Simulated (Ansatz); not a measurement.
# Cl2HInO: basis-set convergence

An exercise on one series of results from a longer session: the logs are not shown, and one member is left open.

Method: one geometry, several basis sets; program: Ansatz 0.2.0, Gaussian basis.

Levels to be run: PBE0-D4/def2-SVP; ωB97M-V/def2-SVP; PBE0-D4/def2-QZVPP; ωB97M-V/def2-QZVPP; the functionals' def2-TZVPP values are taken from earlier runs.

## The geometry

An earlier PBE0-D4 in a triple-zeta def2 set relaxation fixed the geometry. In takes the def2 core potential; no spin-orbit term is included.

SMILES `[OH][In]([Cl])[Cl]`, 5 atoms, charge 0, spin multiplicity 1.

Atoms are counted from 1 here; the program's logs count them from 0.

Bond lengths: O1–In2 1.961 Å, O1–H5 0.962 Å, In2–Cl3 2.307 Å, In2–Cl4 2.290 Å. Angles: In2–O1–H5 111.7°, O1–In2–Cl3 119.6°, O1–In2–Cl4 119.8°, Cl3–In2–Cl4 120.6°.

Set-up of the first run:

in.yaml

```yaml
crystal:
  periodic: [false, false, false]
  atoms:
    - {symbol: O, position_ang: [-0.347781, 1.510225, -0.137209]}
    - {symbol: In, position_ang: [-0.087867, -0.432873, -0.100810]}
    - {symbol: Cl, position_ang: [1.722607, -1.320577, 1.019928]}
    - {symbol: Cl, position_ang: [-1.580642, -1.801637, -1.170588]}
    - {symbol: H, position_ang: [0.343583, 1.971162, 0.347179]}
basis:
  gaussian: {orbitals: def2-SVP}
hamiltonian: {xc: pbe0, dispersion: d4}
output: {orbitals: {seedname: orbitals}}
```

Steps of the session up to this table: PBE0-D4 in def2-SVP; ωB97M-V in def2-SVP; PBE0-D4 in def2-QZVPP; ωB97M-V in def2-QZVPP.

One table of the session follows, with a row left open; its other results are not shown here.

It belongs to the step «Functionals by basis». 

```
functional       basis  HOMO (eV)  LUMO (eV)
   PBE0-D4    def2-SVP      -9.00      -2.39
   PBE0-D4  def2-TZVPP          ?          ?
   PBE0-D4  def2-QZVPP      -9.27      -2.62
   ωB97M-V    def2-SVP     -11.28      -0.33
   ωB97M-V  def2-TZVPP     -11.51      -0.60
   ωB97M-V  def2-QZVPP     -11.56      -0.76
```

Q: Estimate the row for PBE0-D4, def2-TZVPP from the others.

As computed: HOMO (eV): -9.24; LUMO (eV): -2.56. In the column «HOMO (eV)» it lies between PBE0-D4, def2-QZVPP (-9.27) and PBE0-D4, def2-SVP (-9.00).
